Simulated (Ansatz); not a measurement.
**InBS3: further runs on a relaxed guess**

Aim: for this structure of InBS3, see whether it has a gap, which orbitals make up the states near it and how charge is shared.

Computed with Ansatz 0.2.0 (DFT PBE, scalar-relativistic, plane waves, PAW, unless a step's input says otherwise).

## (1) Starting point

The structure is cubic, space group Pm-3m (No. 221). The conventional cell has a = 5.034 Å, b = 5.034 Å, c = 5.034 Å, α = 90.00°, β = 90.00°, γ = 90.00°. Around In (site symmetry m-3m) lie 6 S at 2.52 Å. B (site symmetry m-3m) is surrounded by 12 S at 3.56 Å. S (site symmetry 4/mmm) is surrounded by 2 In at 2.52 Å.

As a file:

```
CELL_PARAMETERS angstrom
5.03372 0.00000 0.00000
0.00000 5.03372 0.00000
0.00000 0.00000 5.03372
ATOMIC_POSITIONS crystal
In 0.00000 0.00000 0.00000
B 0.50000 0.50000 0.50000
S 0.00000 0.00000 0.50000
S 0.00000 0.50000 0.00000
S 0.50000 0.00000 0.00000
```

It is the end of an earlier relaxation with the same method, starting from a generated guess, and another structure or a mixture of phases may lie lower. At a tolerance of 0.05 Å it has space group Pm-3m (No. 221); it has 25.51 Å³/atom, an uncorrected energy of +1.36 eV/atom over the elements.

## (2) Bands, states and charges

input.yaml reads:

```yaml
crystal:
  lattice:
    - [5.0337197686, 0.0, 0.0]
    - [0.0, 5.0337197686, 0.0]
    - [0.0, 0.0, 5.0337197686]
  atoms:
    - { symbol: In, position: [0.0, 0.0, 0.0] }
    - { symbol: B, position: [0.5, 0.5, 0.5] }
    - { symbol: S, position: [0.0, 0.0, 0.5] }
    - { symbol: S, position: [0.0, 0.5, 0.0] }
    - { symbol: S, position: [0.5, 0.0, 0.0] }
basis:
  ecutwfc: 420
kpoints:
  mp_grid: { grid: [8, 8, 8] }
  band_path:
    path:
      - [[0.0, 0.0, 0.0], [0.0, 0.5, 0.0], [0.5, 0.5, 0.0], [0.0, 0.0, 0.0], [0.5, 0.5, 0.5], [0.0, 0.5, 0.0]]
      - [[0.5, 0.5, 0.5], [0.5, 0.5, 0.0]]
    npoints: 14
hamiltonian:
  xc: pbe
scf:
  occupations: { method: gaussian, width: 0.1 }
  n_extra_bands: 12
output:
  forces: true
  stress: true
  eigenvalues: true
  populations: true
  dos: { projected: true, de: 0.02, nscf_kmesh: { grid: [10, 10, 10] } }
  bader: true
  write_density: true
  write_potential: true
  elf: true
  volumetric_format: npy
```

The run is started by

```
ansatz run input.yaml --threads 1 --pin off --max-ram 2048MiB --backend cpu --events-out ev --progress --plain --runs-dir out
```

Q: Predict the outcome of this session. Wanted: gap; states at the Fermi level; Bader charges.

As calculated:

```
                 quantity                         value
                      gap                  none (metal)
states at the Fermi level          5.23 per eV per cell
            Bader charges  In +1.37, B +0.41, S -0.59 e
```

What this shows: There is no gap at this level. Of the projected weight within 0.25 eV of the Fermi level, the largest part is S 3p (96 %). Charge transfer between the atoms is strong (Bader charges up to 1.4 e). The runs have no spin, so no magnetic state was tried.
